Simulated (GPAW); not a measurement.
Input of a GPAW 26.7.0 run:

File run.py:

```python
from ase import Atoms
from ase.dft.bandgap import bandgap
from ase.io import write
from ase.units import GPa
from gpaw import GPAW, PW, setup_paths

setup_paths.insert(0, '.')

atoms = Atoms(['Sb', 'Sb', 'Sb', 'Ga'],
              cell=[[0.0, 3.730595, 3.730595],
                    [3.730595, 0.0, 3.730595],
                    [3.730595, 3.730595, 0.0]],
              scaled_positions=[[0.5, 0.5, 0.5],
                                [0.75, 0.75, 0.75],
                                [0.25, 0.25, 0.25],
                                [0.0, 0.0, 0.0]],
              pbc=True)

calc = GPAW(mode=PW(600),
            xc='PBEsol',
            kpts={'size': (6, 6, 6), 'gamma': True},
            occupations={'name': 'fermi-dirac', 'width': 0.05},
            nbands=38,
            convergence={'density': 1e-05, 'energy': 1e-05},
            maxiter=150,
            txt='gpaw.txt')
atoms.calc = calc
energy = atoms.get_potential_energy()
forces = atoms.get_forces()
stress = atoms.get_stress()
calc.write('gs.gpw')
write('result.traj', atoms)
print(f'Energy: {energy:.6f} eV')
print('Forces (eV/A):')
print(forces.round(4))
print('Stress (GPa):', (stress / GPa).round(3))
print('Fermi level:', round(calc.get_fermi_level(), 4), 'eV')
print(f'Gap: {bandgap(calc)[0]:.4f} eV, direct: {bandgap(calc, direct=True)[0]:.4f} eV')
```

Potentials or basis: PAW data sets generated in the run's folder for this functional, pw.

Command:

```console
$ gpaw-setup -f PBEsol Ga Sb
$ OMP_NUM_THREADS=1 python run.py
```

(1) Predict the band gap on the k mesh.

(2) Predict the pressure.

## Answers

(1) none (metal or under the smearing width).

(2) -3.8 GPa.
